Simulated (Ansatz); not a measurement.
Crystal: HfTa.

```xyz
2
Lattice="1.7127 -2.3996 0.0000 1.7127 2.3996 0.0000 0.0000 0.0000 4.8476" Properties=species:S:1:pos:R:3 pbc="T T T"
Ta    1.7127    0.0000    2.4238
Hf    0.0000    0.0000    0.0000
```

The cell comes from a database or a generator and needn't be the stable form of this composition.

Program: Ansatz 0.2.0. Alike in all runs: task band structure; potentials or basis Ansatz PAW; no spin polarisation; cell as given; k mesh 6 × 6 × 3; smearing fermi-dirac 0.05 eV; the mesh is coarse, so values aren't converged.

Q: Order these runs on this cell by their pressure, lowest first.
A. level BLYP; cutoff (eV) 420
B. level r2SCAN; cutoff (eV) 500
C. level PBEsol; cutoff (eV) 420
D. level LDA; cutoff (eV) 420
E. level revPBE; cutoff (eV) 420

A: D (-9.7 GPa), C (-5.1 GPa), B (-0.6 GPa), E (3.0 GPa), A (4.7 GPa).

Caveats: all runs use coarse meshes; the PAW data sets come from PBE, with cores solved anew for the run's functional, which leaves a small shift of forces and pressure.

Runs at the PBE level aren't shown here.
